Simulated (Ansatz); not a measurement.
# GeSiH6O (SMILES [OH][GeH2][SiH3]) at RPA@PBE/cc-pVDZ

Aim: the energy change on altering one bond length of GeSiH6O at RPA@PBE/cc-pVDZ, from 2 runs. 

Program for the calculation: Ansatz 0.2.0.

63 further runs of the same task are left out: 63 set aside as unsound or not needed. Runs told in other sessions of the task aren't counted.

### 1 The structure to begin with

GeSiH6O: 9 atoms, total charge 0, spin state singlet. SMILES: `[OH][GeH2][SiH3]`. The shape is that of a PBE0-D4/def2-TZVP optimisation. This is one conformer, not always the lowest.

Bond lengths: O1–Ge2 1.791 Å, Ge2–Si3 2.389 Å, O1–H4 0.960 Å, Ge2–H5 1.546 Å, Ge2–H6 1.536 Å, Si3–H7 1.488 Å, Si3–H8 1.488 Å, Si3–H9 1.486 Å. Some angles: O1–Ge2–Si3 109.9°, O1–Ge2–H5 109.2°, O1–Ge2–H6 103.6°, Si3–Ge2–H5 111.3°, Si3–Ge2–H6 113.0°, Ge2–O1–H4 112.4°, Ge2–Si3–H7 110.2°, Ge2–Si3–H8 109.3°, Ge2–Si3–H9 110.4°, H5–Ge2–H6 109.6°.

### 2 The energy at RPA@PBE/cc-pVDZ

Input file input.yaml:

```yaml
crystal:
  periodic: [false, false, false]
  atoms:
    - {symbol: O, position_ang: [-1.665400, 1.003200, -0.854800]}
    - {symbol: Ge, position_ang: [0.086300, 0.899600, -0.495500]}
    - {symbol: Si, position_ang: [0.525800, -1.010700, 0.870400]}
    - {symbol: H, position_ang: [-1.973400, 0.267900, -1.389000]}
    - {symbol: H, position_ang: [0.873700, 0.832100, -1.824400]}
    - {symbol: H, position_ang: [0.388100, 2.226700, 0.215900]}
    - {symbol: H, position_ang: [1.986000, -1.132800, 1.128400]}
    - {symbol: H, position_ang: [0.060100, -2.236200, 0.166300]}
    - {symbol: H, position_ang: [-0.192800, -0.896100, 2.165800]}
basis:
  gaussian:
    orbitals: cc-pVDZ
hamiltonian:
  xc: {name: PBE}
correlation:
  method: rpa
  frozen_orbitals: {Ge: 9, H: 0, O: 1, Si: 5}
accuracy: high
```

On the command line:

```bash
$ ansatz run input.yaml --threads 1 --pin off --max-ram 3480MiB --events-out events.jsonl --progress --plain --runs-dir runs
```

The log of the run:

```text
Warning: RAYON_NUM_THREADS=1 ignored (pool sized by the plan → 1); use --threads N
Functional definition: PBE
  name "PBE"
  parameter kappa = 0.804
  parameter beta = 0.06672455060314922
  exchange = pbe_x(kappa = kappa, mu = beta*pi^2/3)
  correlation = pbe_c(beta = beta)
2066 factors; integrals over basis functions are off by at most 4.7e-9 eV
mean field evaluation 1: about -66519.0913 eV, gradient 5.5e1 eV
mean field evaluation 2: about -66519.0825 eV, gradient 5.5e1 eV
mean field evaluation 4: about -66524.1103 eV, gradient 1.2e1 eV
mean field evaluation 8: about -66524.6850 eV, gradient 3.5e-1 eV
mean field evaluation 16: about -66524.6840 eV, gradient 2.6e-5 eV
mean field -66524.68402091 eV, -2444.7370457179 hartree, gradient 4.8e-8 eV, S^2 0.000000; 0 other end points of the search recorded, 0 dependent functions left out
15 core orbitals not correlated: weight in the atoms' cores, before any rotation towards them, 1.000 or more for the frozen orbitals, at most 0.000 for the correlated occupied ones
reference -66466.20940648 eV, -2442.5881432732 hartree; 15, 15 occupied and 59, 59 virtual orbitals, 2066 factors
Total energy: -66486.15867442 eV, -2443.3212653480 hartree
```

Wall time 16 s (1 thread of Arm Neoverse V1, shared host); peak memory 0.34 GiB.

### 3 The distorted shape, same level

Input file run.yaml:

```yaml
crystal:
  periodic: [false, false, false]
  atoms:
    - {symbol: O, position_ang: [-1.295799, 1.885562, -0.213759]}
    - {symbol: Ge, position_ang: [0.455901, 1.781962, 0.145541]}
    - {symbol: Si, position_ang: [0.895401, -0.128338, 1.511441]}
    - {symbol: H, position_ang: [-1.973400, 0.267900, -1.389000]}
    - {symbol: H, position_ang: [1.243301, 1.714462, -1.183359]}
    - {symbol: H, position_ang: [0.757701, 3.109062, 0.856941]}
    - {symbol: H, position_ang: [2.355601, -0.250438, 1.769441]}
    - {symbol: H, position_ang: [0.429701, -1.353838, 0.807341]}
    - {symbol: H, position_ang: [0.176801, -0.013738, 2.806841]}
basis:
  gaussian:
    orbitals: cc-pVDZ
hamiltonian:
  xc: {name: PBE}
correlation:
  method: rpa
  frozen_orbitals: {Ge: 9, H: 0, O: 1, Si: 5}
accuracy: high
```

On the command line:

```bash
$ ansatz run run.yaml --threads 1 --pin off --max-ram 3480MiB --events-out events.jsonl --progress --plain --runs-dir runs
```

The log of the run, shortened:

```text
Warning: RAYON_NUM_THREADS=1 ignored (pool sized by the plan → 1); use --threads N
[... 2 set-up lines as earlier in the session ...]
[...]
2061 factors; integrals over basis functions are off by at most 4.7e-9 eV
[...]
mean field -66519.91413865 eV, -2444.5617557782 hartree, gradient 5.6e-8 eV, S^2 0.000000; 2 other end points of the search recorded, 0 dependent functions left out; unrestricted orbitals would lower it
unrestricted determinant -66463.81454966 eV, -2442.5001339083 hartree, S^2 0.9471
15 core orbitals not correlated: weight in the atoms' cores, before any rotation towards them, 1.000 or more for the frozen orbitals, at most 0.000 for the correlated occupied ones
reference -66459.19278396 eV, -2442.3302871518 hartree; 15, 15 occupied and 59, 59 virtual orbitals, 2061 factors
Total energy: -66481.59166975 eV, -2443.1534310219 hartree
```

Wall time 24 s (1 thread of Arm Neoverse V1, shared host); peak memory 0.43 GiB.

### 4 Results

Level: RPA@PBE/cc-pVDZ, 15 core orbitals frozen.

| quantity | value |
| --- | --- |
| first shape: total energy | -2443.32127 Eh |
| first shape: RPA correlation energy (valence) | -733.1 mEh |
| distorted shape: total energy | -2443.15343 Eh |
| distorted shape: RPA correlation energy (valence) | -823.1 mEh |
| energy change with the O1–H4 bond stretched from 0.960 to 2.111 Å | 4.567 eV |

One bond (distorted shape) is far stretched, which a spin-restricted single reference describes badly; a broken-symmetry solution may lie lower. With the O1–H4 bond stretched from 0.960 to 2.111 Å the energy rises by 4.57 eV (105 kcal/mol). The first shape isn't relaxed at this level, so the change isn't measured from a minimum. A restricted reference can't describe the breaking bond well at this length. The restricted solution (distorted shape) is unstable to spin breaking: an unrestricted one lies lower.
